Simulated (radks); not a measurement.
# Dipole-allowed lines with 10 electrons: Cr¹⁴⁺, Mn¹⁵⁺, Fe¹⁶⁺, Co¹⁷⁺

An exercise on one series of results from a longer session: the logs are not shown, and one member is left open.

The numbers are computed with radks (a radial shooting solver on a logarithmic mesh, Libxc functionals) version 1 (scalar-relativistic Kohn-Sham, LB94 model potential, spin-unpolarised, spherical densities, finite nucleus), except any that are marked as measured or tabulated.

2 further runs of the same task are left out: 2 set aside as unsound or not needed.

### The atom as given

```
species : Cr¹⁴⁺ ([Ne]), Mn¹⁵⁺ ([Ne]), Fe¹⁶⁺ ([Ne]), Co¹⁷⁺ ([Ne])
```

LB94 adds a gradient term to the LDA potential that gives it a −1/r tail. It is a model potential with no energy functional, so Etot and Exc are not given.

Set-up of the first run:

Settings of this run:

```text
Z 24
configuration [Ne] 3s0 3p0 3d0
relativity scalar-relativistic
functional lda,pw
model_potential LB94
spin unpolarised
nucleus finite rms 3.6452 fm
c 137.035999084
response adiabatic LDA kernel, real frequencies
```

Started as:

```sh
$ python run_ks.py task.json out
```

All runs below come from this command, one after another.

Steps of the session up to this table: Cr¹⁴⁺, [Ne].

One table of the session follows, with a row left open; its other results are not shown here.

It belongs to the step «Cr¹⁴⁺, [Ne]». Radial density 4πr²ρ:

```
r (bohr)  4πr²ρ (e/bohr)
 0.00262          0.7742
 0.00367           1.427
 0.00510           2.542
 0.00713           4.468
 0.00998           7.555
  0.0140           12.10
  0.0194           17.83
  0.0271           23.97
  0.0380           28.08
  0.0531           27.74
  0.0737           23.66
   0.103           21.06
   0.144           24.80
   0.202           29.41
   0.283           24.12
   0.393           11.29
   0.549               ?
   0.769          0.1635
```

Estimate the missing values for r (bohr) = 0.549.

Worked estimate for «4πr²ρ (e/bohr)». A straight line through the neighbours (0.393, 11.29) and (0.769, 0.1635) gives 11.29 + (0.1635 − 11.29) × (0.549 − 0.393) / (0.769 − 0.393) = 6.674; a parabola fitted to 3 rows on both sides gives 0.527.

As computed: 4πr²ρ (e/bohr): 2.355. In «4πr²ρ (e/bohr)» the line misses by +4.319 and the parabola by -1.828.
